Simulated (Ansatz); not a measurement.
# TaBiS3: what a guessed cell relaxes into

Where does this trial cell of TaBiS3 go when cell and atoms are let free?

Method: DFT PBE, scalar-relativistic, plane waves, PAW, in Ansatz 0.2.0.

### 1 Starting point

It takes space group R-3c (No. 167, trigonal). Conventional cell: a = 6.707 Å, b = 6.707 Å, c = 16.429 Å, α = 90.00°, β = 90.00°, γ = 120.00°. Around Ta (site symmetry -3) lie 6 S at 2.45 Å. Around Bi (site symmetry 32) lie 3 S at 2.75 Å. S (site symmetry 2) is surrounded by 2 Ta at 2.45 Å and 1 Bi at 2.75 Å.

Structure file:

```cif
data_structure
_symmetry_space_group_name_H-M 'P 1'
_symmetry_Int_Tables_number 1
_cell_length_a 6.7072
_cell_length_b 6.7072
_cell_length_c 6.7072
_cell_angle_alpha 60.000
_cell_angle_beta 60.000
_cell_angle_gamma 60.000
_cell_volume 213.35
loop_
_atom_site_label
_atom_site_type_symbol
_atom_site_fract_x
_atom_site_fract_y
_atom_site_fract_z
_atom_site_occupancy
Ta1 Ta 0.50000 0.50000 0.50000 1
Ta2 Ta 0.00000 0.00000 0.00000 1
Bi1 Bi 0.75000 0.75000 0.75000 1
Bi2 Bi 0.25000 0.25000 0.25000 1
S1 S 0.83975 0.25000 0.66025 1
S2 S 0.66025 0.83975 0.25000 1
S3 S 0.25000 0.66025 0.83975 1
S4 S 0.16025 0.75000 0.33975 1
S5 S 0.33975 0.16025 0.75000 1
S6 S 0.75000 0.33975 0.16025 1
```

Recipe of the guess: perovskite family, tilts a-a-a- (R-3c, No. 167). Its size is a rough estimate.

### 2 Probe: one point on a coarse mesh

input.yaml

```yaml
crystal:
  lattice:
    - [3.35357993, 1.93619028, 5.4763731]
    - [-3.35357993, 1.93619028, 5.4763731]
    - [0.0, -3.87238055, 5.4763731]
  atoms:
    - { symbol: Ta, position: [0.5, 0.5, 0.5] }
    - { symbol: Ta, position: [0.0, 0.0, 0.0] }
    - { symbol: Bi, position: [0.75, 0.75, 0.75] }
    - { symbol: Bi, position: [0.25, 0.25, 0.25] }
    - { symbol: S, position: [0.83974922, 0.25, 0.66025078] }
    - { symbol: S, position: [0.66025078, 0.83974922, 0.25] }
    - { symbol: S, position: [0.25, 0.66025078, 0.83974922] }
    - { symbol: S, position: [0.16025078, 0.75, 0.33974922] }
    - { symbol: S, position: [0.33974922, 0.16025078, 0.75] }
    - { symbol: S, position: [0.75, 0.33974922, 0.16025078] }
basis:
  ecutwfc: 420
kpoints:
  mp_grid: { grid: [4, 4, 4] }
hamiltonian:
  xc: pbe
scf:
  occupations: { method: gaussian, width: 0.1 }
  lower_state_search: "off"
output:
  forces: true
  stress: true
  eigenvalues: true
```

Run with:

```bash
ansatz run input.yaml --threads 1 --pin off --max-ram 2560MiB --backend cpu --events-out ev --progress --plain --runs-dir out
```

The session goes on with these runs: spin check on a coarse mesh; final relaxation.

Q: Predict the outcome of this session. Wanted: conventional cell; volume; energy over the elements; gap on the mesh.

As calculated:

| quantity | value |
| --- | --- |
| symmetry at the end (tolerance 0.05 Å) | space group R-3c (No. 167) |
| conventional cell | a = 7.038 Å, b = 7.038 Å, c = 14.756 Å, α = 90.00°, β = 90.00°, γ = 120.00° |
| volume | 21.10 Å³/atom |
| energy over the elements | -0.46 eV/atom |
| gap on the mesh | none (metal) |

The space group R-3c (No. 167) is kept, and the volume per atom shrinks by 1.1 % from the first guess. It lies below the elements, which doesn't yet make it stable: competing phases were not computed in this session. No finished test with a distortion of lower symmetry is shown, so the end may be a saddle point. The runs treat Bi, Ta without spin-orbit coupling. Other magnetic orders were not searched.
